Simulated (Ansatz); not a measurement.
# CH4F3NOW: basis-set convergence

One table from this session's results is given with a row withheld; the runs are named, their logs left out.

Program: Ansatz 0.2.0, Gaussian basis. Level of theory: one geometry, several basis sets. These are calculated values, not measurements.

The runs, in order: PBE0-D4/def2-SVP; ωB97M-V/def2-SVP; PBE0-D4/def2-QZVPP; ωB97M-V/def2-QZVPP; the functionals' def2-TZVPP values are taken from earlier runs.

1 further run of the same task is left out (for a known fault of the program).

## The relaxed structure

The geometry comes from an earlier relaxation with PBE0-D4 in a triple-zeta def2 set; it is a stationary point, not always the lowest conformer. W takes the def2 core potential; no spin-orbit term is included.

11 atoms, charge 0, spin multiplicity 1.

Atoms are counted from 1 here; the program's logs count them from 0.

Bond lengths: C1–N2 1.415 Å, C1–H8 1.093 Å, C1–H9 1.093 Å, C1–H10 1.093 Å, N2–W3 1.706 Å, W3–O4 1.877 Å, W3–F5 1.882 Å, W3–F6 1.877 Å, W3–F7 1.877 Å, O4–H11 0.958 Å. Angles: N2–C1–H8 110.2°, N2–C1–H9 110.1°, N2–C1–H10 110.1°, H8–C1–H9 108.7°, H8–C1–H10 108.7°, H9–C1–H10 108.9°, C1–N2–W3 175.8°, N2–W3–O4 106.4°, N2–W3–F5 107.4°, N2–W3–F6 102.7°, N2–W3–F7 102.8°, O4–W3–F5 146.1°, O4–W3–F6 88.9°, O4–W3–F7 88.9°, F5–W3–F6 83.7°, F5–W3–F7 83.7°, F6–W3–F7 154.0°, W3–O4–H11 129.7°.

The first run:

in.yaml

```yaml
crystal:
  periodic: [false, false, false]
  atoms:
    - {symbol: C, position_ang: [0.790555, -0.739551, 1.594422]}
    - {symbol: N, position_ang: [0.263697, -0.111379, 0.440876]}
    - {symbol: W, position_ang: [-0.309598, 0.748902, -0.916192]}
    - {symbol: O, position_ang: [-1.429478, -0.427977, -1.857277]}
    - {symbol: F, position_ang: [0.438764, 2.474766, -0.847734]}
    - {symbol: F, position_ang: [-1.836950, 1.608971, -0.243874]}
    - {symbol: F, position_ang: [1.028671, 0.443435, -2.196702]}
    - {symbol: H, position_ang: [0.460349, -1.780943, 1.641143]}
    - {symbol: H, position_ang: [0.448065, -0.221803, 2.494466]}
    - {symbol: H, position_ang: [1.883364, -0.718901, 1.568267]}
    - {symbol: H, position_ang: [-1.671841, -1.332521, -1.656794]}
basis:
  gaussian: {orbitals: def2-SVP}
hamiltonian: {xc: pbe0, dispersion: d4}
output: {orbitals: {seedname: orbitals}}
```

The run is started by

```sh
ansatz run in.yaml --threads 4 --pin off --events-out ev --progress --plain --max-ram 11315MiB
```

Among the steps run: PBE0-D4 in def2-SVP; ωB97M-V in def2-SVP; PBE0-D4 in def2-QZVPP; ωB97M-V in def2-QZVPP.

One table of the session follows, with a row left open; its other results are not shown here.

It belongs to the step «Functionals by basis». 

| functional | basis | HOMO (eV) | LUMO (eV) |
| --- | --- | --- | --- |
| PBE0-D4 | def2-SVP | -8.83 | -2.42 |
| PBE0-D4 | def2-TZVPP | ? | ? |
| PBE0-D4 | def2-QZVPP | -8.85 | -2.40 |
| ωB97M-V | def2-SVP | -11.11 | -0.15 |
| ωB97M-V | def2-TZVPP | -11.11 | -0.09 |
| ωB97M-V | def2-QZVPP | -11.14 | -0.15 |

Q: Estimate the row for PBE0-D4, def2-TZVPP from the others.

The run gave: HOMO (eV): -8.83; LUMO (eV): -2.36.
